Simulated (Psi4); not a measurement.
**One shape, several levels: triplet SiNH4ClO**

Wanted: a comparison of 4 runs (U-revPBE/6-31G*, UB3LYP/6-31G*, UM06-L/6-31G*, UTPSS/6-31G*) of triplet SiNH4ClO. 

The calculation is run with Psi4 1.11.

2 further runs of the same task are left out: 2 that didn't finish.

**1. The system as given**

SiNH4ClO: 8 atoms, total charge 0, spin state triplet. SMILES of the parent species: `N[SiH](O)Cl`. The coordinates come from a PBE0-D4/def2-TZVP relaxation. This is one conformer, not always the lowest. That shape belongs to the parent species and isn't relaxed for this state.

Bond lengths: N1–Si2 1.700 Å, Si2–O3 1.631 Å, Si2–Cl4 2.058 Å, N1–H5 1.006 Å, N1–H6 1.007 Å, Si2–H7 1.474 Å, O3–H8 0.960 Å. Angles: N1–Si2–O3 111.2°, N1–Si2–Cl4 104.5°, O3–Si2–Cl4 112.6°, N1–Si2–H7 117.4°, O3–Si2–H7 103.8°, Cl4–Si2–H7 107.5°, Si2–N1–H5 120.7°, Si2–N1–H6 121.4°, Si2–O3–H8 116.7°, H5–N1–H6 112.4°.

**2. Energy and forces at U-revPBE/6-31G(d) (spherical functions) (run 1)**

input.dat reads:

```
memory 2200 mb

molecule mol {
  0 3
  N     -0.749800     0.885600    -0.289000
  Si     0.524400    -0.226200    -0.115300
  O      0.551300    -0.861300     1.386900
  Cl     0.173100    -1.641600    -1.566900
  H     -1.217200     0.998000    -1.172700
  H     -0.806900     1.712400     0.283000
  H      1.896700     0.277200    -0.308600
  H     -0.279500    -1.201200     1.726700
  units angstrom
  symmetry c1
  no_reorient
  no_com
}

set {
  reference            uks
  puream               true
  e_convergence        1e-09
  d_convergence        1e-08
  scf_type             pk
  dft_radial_points    99
  dft_spherical_points 590
  maxiter              100
}

energy_value, wavefunction = gradient("revpbe/6-31G*", return_wfn=True)
oeprop(wavefunction, "LOWDIN_CHARGES", "MULLIKEN_CHARGES", "MAYER_INDICES")
```

On the command line:

```
$ psi4 -n 1 input.dat output.dat
```

output.dat:

```text
[...]
  Running in c1 symmetry.
[...]
  Nuclear repulsion =  228.759091773363366
[...]
  Multiplicity = 3
[...]
  Nalpha       = 26
  Nbeta        = 24
[...]
    Number of basis functions: 72
[...]
   @UKS iter   1:  -881.08479867860137    5.66003e-01   1.54156e-02 ADIIS/DIIS
[...]
   @UKS iter  21:  -881.69957663588252   -1.25056e-12   5.86937e-09 DIIS
[...]
   @S^2 Observed:                2.002740796E+00
[...]
  @UKS Final Energy:  -881.69957663588252
   => Energetics <=
    Nuclear Repulsion Energy =            228.7590917733633660
    One-Electron Energy =               -1671.3672537982233735
    Two-Electron Energy =                 626.9598447874761860
    DFT Exchange-Correlation Energy =     -66.0512593984986296
    Empirical Dispersion Energy =           0.0000000000000000
    VV10 Nonlocal Energy =                  0.0000000000000000
    Total Energy =                       -881.6995766358825222
[...]
 Multipole Moments:
 ------------------------------------------------------------------------------------
     Multipole            Electronic (a.u.)      Nuclear  (a.u.)        Total (a.u.)
 ------------------------------------------------------------------------------------
 L = 1.  Multiply by 2.5417464519 to convert [e a0] to [Debye]
 Dipole X            :        -17.5504544           17.0816124           -0.4688420
 Dipole Y            :         56.9729634          -56.6517216            0.3212418
 Dipole Z            :         35.2706992          -35.2450930            0.0256062
 Magnitude           :                                                    0.5689155
[...]
  -Total Gradient:
     Atom            X                  Y                   Z
    ------   -----------------  -----------------  -----------------
       1        0.010831620931    -0.010951988857     0.005161931119
       2       -0.040076398936     0.028310776460    -0.017654568608
       3       -0.027453308148     0.015952005326    -0.024269435243
       4       -0.002105451942     0.011201457969     0.013220944425
       5        0.046924499484    -0.004878176303     0.063018735446
       6        0.001280691407    -0.043594117190    -0.041212701331
       7       -0.011044564539    -0.003701869940     0.009630397735
       8        0.021641730293     0.007672101879    -0.007905855013
[...]
```

It took 52 s on 1 thread of Intel Xeon Platinum 8259CL at 2.50GHz (Skylake/Cascade Lake), shared host; peak memory 1.1 GiB.

**3. Energy and forces at UB3LYP/6-31G(d) (spherical functions) (run 2)**

clh4nosi.dat reads:

```
memory 2200 MB

molecule system {
  0 3
  N     -0.749800     0.885600    -0.289000
  Si     0.524400    -0.226200    -0.115300
  O      0.551300    -0.861300     1.386900
  Cl     0.173100    -1.641600    -1.566900
  H     -1.217200     0.998000    -1.172700
  H     -0.806900     1.712400     0.283000
  H      1.896700     0.277200    -0.308600
  H     -0.279500    -1.201200     1.726700
  symmetry c1
  no_reorient
  no_com
}

set basis 6-31G*
set reference uks
set puream true
set e_convergence 1e-09
set d_convergence 1e-08
set scf_type pk
set dft_radial_points 99
set dft_spherical_points 590
set maxiter 100

E, wfn = gradient('b3lyp', return_wfn=True)
print_variables()
```

On the command line:

```
$ psi4 -n 1 clh4nosi.dat clh4nosi.out
```

clh4nosi.out:

```text
[...]
  Running in c1 symmetry.
[...]
  Nuclear repulsion =  228.759091773363366
[...]
  Multiplicity = 3
[...]
  Nalpha       = 26
  Nbeta        = 24
[...]
    Number of basis functions: 72
[...]
   @UKS iter   1:  -881.38152260772108    4.23032e-01   1.44278e-02 DIIS/ADIIS
[...]
   @UKS iter  21:  -881.92198793562966   -1.25056e-12   5.15623e-09 DIIS
[...]
   @S^2 Observed:                2.003354634E+00
[...]
  @UKS Final Energy:  -881.92198793562966
   => Energetics <=
    Nuclear Repulsion Energy =            228.7590917733633660
    One-Electron Energy =               -1671.3907605633353342
    Two-Electron Energy =                 614.1672331142428902
    DFT Exchange-Correlation Energy =     -53.4575522599005239
    Empirical Dispersion Energy =           0.0000000000000000
    VV10 Nonlocal Energy =                  0.0000000000000000
    Total Energy =                       -881.9219879356296588
[...]
 Multipole Moments:
 ------------------------------------------------------------------------------------
     Multipole            Electronic (a.u.)      Nuclear  (a.u.)        Total (a.u.)
 ------------------------------------------------------------------------------------
 L = 1.  Multiply by 2.5417464519 to convert [e a0] to [Debye]
 Dipole X            :        -17.6319596           17.0816124           -0.5503472
 Dipole Y            :         57.0225715          -56.6517216            0.3708499
 Dipole Z            :         35.3855555          -35.2450930            0.1404625
 Magnitude           :                                                    0.6783373
[...]
  -Total Gradient:
     Atom            X                  Y                   Z
    ------   -----------------  -----------------  -----------------
       1        0.013882660257    -0.011070240461     0.006182290147
       2       -0.051386418429     0.042612458202    -0.019966385094
       3       -0.012408047646     0.009484616708    -0.011916931503
       4       -0.002295899268     0.009926125167     0.009366369054
       5        0.042159969131    -0.004474736434     0.059136571718
       6        0.004728886972    -0.047906883613    -0.044648874837
       7       -0.004224034593    -0.002466633761     0.006658698754
       8        0.009542855375     0.003901559692    -0.004816584618
[...]
```

Wall time 50 s (1 thread of Intel Xeon Platinum 8259CL at 2.50GHz (Skylake/Cascade Lake), shared host); peak memory 1.1 GiB.

**4. Energy and forces at UM06-L/6-31G(d) (spherical functions) (run 3)**

clh4nosi.xyz reads:

```xyz
8
ClH4NOSi
N     -0.749800     0.885600    -0.289000
Si     0.524400    -0.226200    -0.115300
O      0.551300    -0.861300     1.386900
Cl     0.173100    -1.641600    -1.566900
H     -1.217200     0.998000    -1.172700
H     -0.806900     1.712400     0.283000
H      1.896700     0.277200    -0.308600
H     -0.279500    -1.201200     1.726700
```

job.py reads:

```python
import psi4

psi4.set_memory(2200000000)
psi4.set_num_threads(1)
psi4.core.set_output_file('run.log', False)

with open('clh4nosi.xyz') as f:
    atoms = ''.join(f.readlines()[2:])
molecule = psi4.geometry('0 3\n' + atoms + 'symmetry c1')

psi4.set_options({
    'basis': '6-31G*',
    'reference': 'uks',
    'puream': True,
    'e_convergence': 1e-09,
    'd_convergence': 1e-08,
    'scf_type': 'pk',
    'dft_radial_points': 99,
    'dft_spherical_points': 590,
    'maxiter': 100,
})

result, w = psi4.gradient('M06-L', return_wfn=True)
print('gradient / Eh bohr^-1')
print(result.np.round(6))
print(f'energy = {w.energy():.10f} Eh')
```

On the command line:

```
$ python job.py
```

run.log:

```text
[...]
  Running in c1 symmetry.
[...]
  Nuclear repulsion =  228.759091773363366
[...]
  Multiplicity = 3
[...]
  Nalpha       = 26
  Nbeta        = 24
[...]
    Number of basis functions: 72
[...]
   @UKS iter   1:  -881.29898139894954    4.37298e-01   1.46553e-02 DIIS/ADIIS
[...]
   @UKS iter  19:  -881.85818268466051   -1.81899e-12   6.78811e-09 DIIS
[...]
   @S^2 Observed:                2.003880511E+00
[...]
  @UKS Final Energy:  -881.85818268466051
   => Energetics <=
    Nuclear Repulsion Energy =            228.7590917733633660
    One-Electron Energy =               -1671.4714065581465547
    Two-Electron Energy =                 627.1190400763657635
    DFT Exchange-Correlation Energy =     -66.2649079762429238
    Empirical Dispersion Energy =           0.0000000000000000
    VV10 Nonlocal Energy =                  0.0000000000000000
    Total Energy =                       -881.8581826846605054
[...]
 Multipole Moments:
 ------------------------------------------------------------------------------------
     Multipole            Electronic (a.u.)      Nuclear  (a.u.)        Total (a.u.)
 ------------------------------------------------------------------------------------
 L = 1.  Multiply by 2.5417464519 to convert [e a0] to [Debye]
 Dipole X            :          0.5233749           -1.0728176           -0.5494427
 Dipole Y            :         -4.7226938            5.0317101            0.3090164
 Dipole Z            :         -2.8431409            3.0944870            0.2513461
 Magnitude           :                                                    0.6786408
[...]
  -Total Gradient:
     Atom            X                  Y                   Z
    ------   -----------------  -----------------  -----------------
       1        0.013854322901    -0.007958492672     0.004606631701
       2       -0.053480265965     0.042538707882    -0.014720112630
       3       -0.009569325610     0.011036028038    -0.012506041344
       4       -0.003131207116     0.005921041900     0.004626726797
       5        0.043284322681    -0.004397977952     0.061281780494
       6        0.004546731429    -0.049861023935    -0.045636648180
       7       -0.001748918117     0.000063714846     0.005442614831
       8        0.006378814054     0.002383464913    -0.002795116850
[...]
```

Standard output:

```text
gradient / Eh bohr^-1
[[ 1.3854e-02 -7.9580e-03  4.6070e-03]
 [-5.3480e-02  4.2539e-02 -1.4720e-02]
 [-9.5690e-03  1.1036e-02 -1.2506e-02]
 [-3.1310e-03  5.9210e-03  4.6270e-03]
 [ 4.3284e-02 -4.3980e-03  6.1282e-02]
 [ 4.5470e-03 -4.9861e-02 -4.5637e-02]
 [-1.7490e-03  6.4000e-05  5.4430e-03]
 [ 6.3790e-03  2.3830e-03 -2.7950e-03]]
energy = -881.8581826847 Eh
```

Wall time 91 s (1 thread of Intel Xeon Platinum 8259CL at 2.50GHz (Skylake/Cascade Lake), shared host); peak memory 1.2 GiB.

**5. Energy and gradient at UTPSS/6-31G(d) (spherical functions) (run 4)**

job.dat reads:

```
memory 2200 MB

molecule m {
  0 3
  N
  Si 1 R2
  O 2 R3 1 A3
  Cl 2 R4 3 A4 1 D4
  H 1 R5 2 A5 3 D5
  H 1 R6 5 A6 2 D6
  H 2 R7 3 A7 1 D7
  H 3 R8 2 A8 7 D8

  R2 = 1.699958
  R3 = 1.631159
  A3 = 111.16815
  R4 = 2.057647
  A4 = 112.62392
  D4 = -116.84752
  R5 = 1.005993
  A5 = 120.73598
  D5 = -147.44535
  R6 = 1.006997
  A6 = 112.38893
  D6 = 154.29842
  R7 = 1.474444
  A7 = 103.78735
  D7 = 127.15508
  R8 = 0.959805
  A8 = 116.72124
  D8 = 176.43377
  symmetry c1
}

set {
  reference uks
  puream true
  e_convergence 1e-09
  d_convergence 1e-08
  scf_type pk
  dft_radial_points 99
  dft_spherical_points 590
  maxiter 100
}

e_tot, wfn = gradient("tpss/6-31G*", return_wfn=True)
oeprop(wfn, "LOWDIN_CHARGES", "WIBERG_LOWDIN_INDICES", "MAYER_INDICES")
```

On the command line:

```
$ psi4 -i job.dat -o job.out -n 1
```

job.out:

```text
[...]
  Running in c1 symmetry.
[...]
  Nuclear repulsion =  228.759090327484358
[...]
  Multiplicity = 3
[...]
  Nalpha       = 26
  Nbeta        = 24
[...]
    Number of basis functions: 72
[...]
   @UKS iter   1:  -881.33523074592438    5.41062e-01   1.53687e-02 ADIIS/DIIS
[...]
   @UKS iter  19:  -881.94729954790125   -2.50111e-12   5.70257e-09 DIIS
[...]
   @S^2 Observed:                2.003557890E+00
[...]
  @UKS Final Energy:  -881.94729954790125
   => Energetics <=
    Nuclear Repulsion Energy =            228.7590903274843583
    One-Electron Energy =               -1671.3764015219057910
    Two-Electron Energy =                 626.9898271550403024
    DFT Exchange-Correlation Energy =     -66.3198155085200085
    Empirical Dispersion Energy =           0.0000000000000000
    VV10 Nonlocal Energy =                  0.0000000000000000
    Total Energy =                       -881.9472995479012525
[...]
 Multipole Moments:
 ------------------------------------------------------------------------------------
     Multipole            Electronic (a.u.)      Nuclear  (a.u.)        Total (a.u.)
 ------------------------------------------------------------------------------------
 L = 1.  Multiply by 2.5417464519 to convert [e a0] to [Debye]
 Dipole X            :          4.0473976           -4.0010597            0.0463379
 Dipole Y            :          2.2208342           -2.3994612           -0.1786269
 Dipole Z            :          3.1730699           -3.7787573           -0.6056874
 Magnitude           :                                                    0.6331761
[...]
  -Total Gradient:
     Atom            X                  Y                   Z
    ------   -----------------  -----------------  -----------------
       1       -0.000189615433    -0.004193784464     0.015024601055
       2        0.010159650153     0.010849075406    -0.061514596582
       3        0.008970564856     0.011935098250    -0.026207877704
       4       -0.007891720163    -0.008463471535    -0.005736241272
       5       -0.044921499925    -0.049050942213     0.044665052462
       6        0.045660697471     0.035022429667     0.026958680830
       7        0.001431620114    -0.008892225459    -0.001190712291
       8       -0.013225948314     0.012811814997     0.007988798577
[...]
```

Run time: 2.2 min. Hardware: 1 thread of Intel Xeon Platinum 8259CL at 2.50GHz (Skylake/Cascade Lake), shared host; peak memory 1.2 GiB.

**6. The series**

| run | level | properties | energy (Eh) | dipole moment (D) | HOMO energy (eV) | ⟨S²⟩ | wall time |
| --- | --- | --- | --- | --- | --- | --- | --- |
| 1 | U-revPBE/6-31G* (spherical functions) | (lowdin, mulliken, mayer) | -881.699577 | 1.45 | -0.48 | 2.003 | 52 s |
| 2 | UB3LYP/6-31G* (spherical functions) | – | -881.921988 | 1.72 | -1.10 | 2.003 | 50 s |
| 3 | UM06-L/6-31G* (spherical functions) | – | -881.858183 | 1.72 | -0.42 | 2.004 | 91 s |
| 4 | UTPSS/6-31G* (spherical functions) | (lowdin, wiberg, mayer) | -881.947300 | 1.61 | -0.55 | 2.004 | 2.2 min |

**7. Results**

```
                                 quantity          value
                      run 4: total energy  -881.94730 Eh
                     run 4: dipole moment         1.61 D
run 4: HOMO energy (highest over α and β)       -0.55 eV
                              run 4: ⟨S²⟩          2.004
          run 4: largest force on an atom     4.120 eV/Å
```

The dipole moment (its size) runs from 1.45 D (U-revPBE/6-31G*) to 1.72 D (UM06-L/6-31G*). Totals of different functionals can't be ranked against each other. All runs together took 5.4 min, the longest 2.2 min.
